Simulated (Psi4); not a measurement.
# GeSe (SMILES [Ge-]#[Se+]) at M06-L/heavy-aug-cc-pVDZ (sweep point 3)

What is the vertical ionisation energy of GeSe at M06-L/heavy-aug-cc-pVDZ (sweep point 3)? 

The calculation is run with Psi4 1.11.

### 1 The molecule

The species is GeSe (2 atoms), meant as a singlet with charge 0. SMILES: `[Ge-]#[Se+]`. The bond length is the measured one.

Bond lengths: Ge1–Se2 2.135 Å.

### 2 The energy at M06-L/heavy-aug-cc-pVDZ (sweep point 3)

The input, input.in:

```
memory 1600 mb

molecule system {
  Ge     0.000000     0.000000     0.000000
  Se     0.000000     0.000000     2.134629
  units angstrom
  symmetry c1
}

set {
  puream true
  scf_type pk
  dft_radial_points 99
  dft_spherical_points 590
}

energy('m06-l/heavy-aug-cc-pVDZ')
```

The run is started by

```
psi4 input.in input.out -n 1
```

input.out:

```text
[...]
  Running in c1 symmetry.
[...]
  Nuclear repulsion =  269.716566770600423
[...]
  Multiplicity = 1
[...]
  Nalpha       = 33
  Nbeta        = 33
[...]
    Number of basis functions: 72
[...]
   @RKS iter   1: -4477.68385001207571   -5.24061e+00   1.79121e-02 DIIS/ADIIS
[...]
   @RKS iter  10: -4478.39625640427948   -9.37052e-09   8.89457e-08 DIIS
[...]
    Orbital Energies [Eh]
    ---------------------
    Doubly Occupied:
       1A   -453.232019     2A   -398.163940     3A    -58.008292
       4A    -51.953813     5A    -51.953813     6A    -51.953215
       7A    -49.759414     8A    -44.180860     9A    -44.180860
      10A    -44.178471    11A     -7.838755    12A     -6.268797
      13A     -5.724431    14A     -5.724431    15A     -5.723830
      16A     -4.392042    17A     -4.392042    18A     -4.384929
      19A     -2.034741    20A     -2.034697    21A     -2.034696
      22A     -2.034202    23A     -2.034202    24A     -1.176431
      25A     -1.176431    26A     -1.172049    27A     -1.171715
      28A     -1.171715    29A     -0.647220    30A     -0.423047
      31A     -0.248793    32A     -0.245724    33A     -0.245724
[...]
  @RKS Final Energy: -4478.39625640427948
   => Energetics <=
    Nuclear Repulsion Energy =            269.7165667706004228
    One-Electron Energy =               -6775.2846377951500472
    Two-Electron Energy =                2193.1611877011237084
    DFT Exchange-Correlation Energy =    -165.9893730808531984
    Empirical Dispersion Energy =           0.0000000000000000
    VV10 Nonlocal Energy =                  0.0000000000000000
    Total Energy =                      -4478.3962564042794838
[...]
 Multipole Moments:
 ------------------------------------------------------------------------------------
     Multipole            Electronic (a.u.)      Nuclear  (a.u.)        Total (a.u.)
 ------------------------------------------------------------------------------------
 L = 1.  Multiply by 2.5417464519 to convert [e a0] to [Debye]
 Dipole X            :          0.0000000            0.0000000            0.0000000
 Dipole Y            :         -0.0000000            0.0000000           -0.0000000
 Dipole Z            :          0.5089856           -1.1539755           -0.6449898
 Magnitude           :                                                    0.6449898
[...]
```

It took 18 s on 1 thread of Intel Xeon 6975P-C (Granite Rapids), shared host; peak memory 0.98 GiB.

### 3 The doublet cation at the same level

The input, input.in:

```
memory 1600 MB

molecule molecule1 {
  1 2
  Ge     0.000000     0.000000     0.000000
  Se     0.000000     0.000000     2.134629
  symmetry c1
}

set globals {
  basis                heavy-aug-cc-pVDZ
  reference            uks
  puream               true
  scf_type             pk
  dft_radial_points    99
  dft_spherical_points 590
  maxiter              150
}

energy_value = energy("m06-l")
```

The run is started by

```
psi4 -n 1 input.in input.out
```

input.out:

```text
[...]
  Running in c1 symmetry.
[...]
  Nuclear repulsion =  269.716566770600423
[...]
  Multiplicity = 2
[...]
  Nalpha       = 33
  Nbeta        = 32
[...]
    Number of basis functions: 72
[...]
   @UKS iter   1: -4477.46244830891828   -5.01921e+00   1.70922e-02 ADIIS/DIIS
[...]
   @UKS iter  11: -4478.03778098105613   -1.40686e-07   7.17572e-07 DIIS
[...]
   @S^2 Observed:                7.536093187E-01
[...]
    Orbital Energies [Eh]
    ---------------------
    Alpha Occupied:
       1A   -453.514028     2A   -398.424781     3A    -58.289508
       4A    -52.238541     5A    -52.233943     6A    -52.233848
       7A    -50.019422     8A    -44.441740     9A    -44.440516
      10A    -44.438303    11A     -8.120792    12A     -6.529448
      13A     -6.015556    14A     -6.002769    15A     -6.001030
      16A     -4.655361    17A     -4.650928    18A     -4.644620
      19A     -2.324022    20A     -2.321144    21A     -2.319657
      22A     -2.310331    23A     -2.309817    24A     -1.438315
      25A     -1.437696    26A     -1.434154    27A     -1.431527
      28A     -1.430198    29A     -0.937744    30A     -0.679186
      31A     -0.537556    32A     -0.502144    33A     -0.492870
[...]
  @UKS Final Energy: -4478.03778098105613
   => Energetics <=
    Nuclear Repulsion Energy =            269.7165667706004228
    One-Electron Energy =               -6757.4929755238572398
    Two-Electron Energy =                2175.5042418764478498
    DFT Exchange-Correlation Energy =    -165.7656141042468505
    Empirical Dispersion Energy =           0.0000000000000000
    VV10 Nonlocal Energy =                  0.0000000000000000
    Total Energy =                      -4478.0377809810561303
[...]
 Multipole Moments:
 ------------------------------------------------------------------------------------
     Multipole            Electronic (a.u.)      Nuclear  (a.u.)        Total (a.u.)
 ------------------------------------------------------------------------------------
 L = 1.  Multiply by 2.5417464519 to convert [e a0] to [Debye]
 Dipole X            :         -0.0000000            0.0000000           -0.0000000
 Dipole Y            :         -0.0000000            0.0000000           -0.0000000
 Dipole Z            :          0.5597653           -1.1539755           -0.5942101
 Magnitude           :                                                    0.5942101
[...]
```

Wall time 20 s (1 thread of Intel Xeon 6975P-C (Granite Rapids), shared host); peak memory 0.99 GiB.

### 4 Results

Level: M06-L/heavy-aug-cc-pVDZ (sweep point 3).

```
                                          quantity           value
                        singlet GeSe: total energy  -4478.39626 Eh
                       singlet GeSe: dipole moment          1.64 D
                         singlet GeSe: HOMO energy        -6.69 eV
                         singlet GeSe: LUMO energy        -2.91 eV
                       singlet GeSe: HOMO–LUMO gap         3.77 eV
                      doublet cation: total energy  -4478.03778 Eh
doublet cation: HOMO energy (highest over α and β)       -13.17 eV
 doublet cation: LUMO energy (lowest over α and β)       -12.88 eV
                              doublet cation: ⟨S²⟩           0.754
vertical ionisation energy (to the doublet cation)        9.755 eV
```

In words: Removing an electron at fixed nuclei costs 9.75 eV (225 kcal/mol). The negative HOMO energy of the first species, 6.69 eV, lies 3.07 eV below that difference.
